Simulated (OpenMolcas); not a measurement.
# Ce²⁺ among point charges: CASSCF and CASPT2 levels and susceptibility

How does a field of 8 point charges split the states of Ce²⁺, and what χT follows?

Program: OpenMolcas 26.06. Level of theory: state-averaged CASSCF and CASPT2, spin-orbit coupling by RASSI with atomic mean-field integrals. These are calculated values, not measurements, unless marked.

## (1) What is computed

```
Species                           : Ce²⁺ (cerium, Z = 58, 56 electrons)
Basis                             : ANO-RCC-VDZP [7s6p4d2f1g], 68 functions
Scalar Hamiltonian                : DKH2, point nucleus
Inactive shells                   : 1s 2s 2p 3s 3p 3d 4s 4p 4d 5s 5p
Active space                      : 2 electrons in 7 orbitals (4f)
Some configurations of this space : 4f²
Orbitals                          : optimised for the highest spin of each parity, averaged over all roots
```

Outer shells as boxes (Hund's rule):

4f2
```
4f [↑ ][↑ ][  ][  ][  ][  ][  ]
```

The ion sits among 8 point charges of -1 e arranged as a cube (Oh), 2.5 Å from the ion.

The work runs as a chain of OpenMolcas steps in one folder; each step below is one input file. Labels, J, g values, rates, χT and fits are worked out afterwards by a script from the matrices that RASSI stores. The input lists half of the charges; inversion (Group=XYZ) makes the rest.

## (2) Basis and integrals

The input, a.inp:

```
&GATEWAY
Coord
1

Ce 0.0 0.0 0.0
Basis=ANO-RCC-VDZP
Group=XYZ
NoMove
AngMom=0.0 0.0 0.0
AMFI
XField
4 Angstrom 0
1.443376 1.443376 1.443376 -1.000000
1.443376 1.443376 -1.443376 -1.000000
1.443376 -1.443376 1.443376 -1.000000
1.443376 -1.443376 -1.443376 -1.000000
&SEWARD
```

## (3) Reference wave functions, triplets of even parity, 21 roots

The input, a.inp:

```
&RASSCF
FileOrb=start.orb
Symmetry=1
Spin=3
nActEl=2 0 0
Inactive=15 12
Ras2=0 7
CIRoot=21 21 1
SDav=21
CIMx=300
Iter=120 100
PrWF=0.3
OrbListing=Nothing
MaxOrb=0
>>> COPY $Project.JobIph JOB001
```

start.orb holds the contracted functions of the basis, ordered by shell, or the orbitals of the step before.

## (4) Reference wave functions, singlets of even parity, 28 roots

The input, a.inp:

```
&RASSCF
FileOrb=start.orb
Symmetry=1
Spin=1
nActEl=2 0 0
Inactive=15 12
Ras2=0 7
CIRoot=28 28 1
SDav=28
CIMx=300
Iter=120 100
PrWF=0.3
OrbListing=Nothing
MaxOrb=0
CIOnly
>>> COPY $Project.JobIph JOB002
```

## (5) State interaction with spin-orbit coupling

The input, a.inp:

```
&RASSI
NrOfJobIphs=2 21 27
1 2 3 4 5 6 7 8 9 10 11 12 13 14 15 16 17 18 19 20 21
1 2 3 4 5 6 7 8 9 10 11 12 13 14 15 16 17 18 19 20 21 22 23 24 25 26 27
IphNames
JOB001
JOB002
EJob
SpinOrbit
DIPRint=1.0
SOCoupling=1000.0
Subsets=2
Property=9
'ANGMOM' 1 'ANGMOM' 2 'ANGMOM' 3 'MLTPL  1' 1 'MLTPL  1' 2 'MLTPL  1' 3
'AMFI' 1 'AMFI' 2 'AMFI' 3
SOProperty=3
'ANGMOM' 1 'ANGMOM' 2 'ANGMOM' 3
```

## (6) CASPT2: IPEA 0.25, imaginary shift 0.1 (closed shells correlated: 5s 5p)

The input, a.inp:

```
>>> COPY JOB001 $Project.JobIph
&CASPT2
Multistate=21 1 2 3 4 5 6 7 8 9 10 11 12 13 14 15 16 17 18 19 20 21
NoMult
Frozen=14 9
IPEA=0.25
Imaginary=0.1
MaxIter=60
WThr=0.0 0.3 0.05
PrWF=0.5
NoMix
>>> COPY JOB002 $Project.JobIph
&CASPT2
Multistate=27 1 2 3 4 5 6 7 8 9 10 11 12 13 14 15 16 17 18 19 20 21 22
23 24 25 26 27
NoMult
Frozen=14 9
IPEA=0.25
Imaginary=0.1
MaxIter=60
WThr=0.0 0.3 0.05
PrWF=0.5
NoMix
```

(Steps that only read results are left out.)

Q: Predict the outcome of this session. Wanted: spin-free ground state; first state of the same spin within the active space; lowest level; next level.

The runs gave:

| quantity | value |
| --- | --- |
| method | SS-CASPT2, IPEA 0.25, imaginary shift 0.1 (closed shells correlated: 5s 5p) |
| spin-free ground state | 3T1, 3-fold in its orbital part |
| first state of the same spin within the active space | 3E at 490 cm⁻¹ |
| lowest level | 3-fold T2 |
| next level | 433.5 cm⁻¹ |
| χT at 300 K | 1.26 cm³ K/mol |
| effective moment at 300 K | 3.17 μB |

Cost by method:

| method | time of its own steps | time with the reference |
| --- | --- | --- |
| A. CASSCF | 8.5 s | 8.5 s |
| B. SS-CASPT2, IPEA 0.25, imaginary shift 0.1, +5s 5p | 11 s | 20 s |

Times are of one thread on a shared host.

What this shows: The spin-free ground state (3T1) comes to 99 % from free-ion H terms and keeps the highest spin of the shell. The singlets rest on orbitals optimised for another spin in at least one step, which raises them against the optimised states. Not all states of the active space went into the spin-orbit step. CASPT2 does not keep the components of a term degenerate, and the means are used. This is an electrostatic model: the charges have no orbitals.
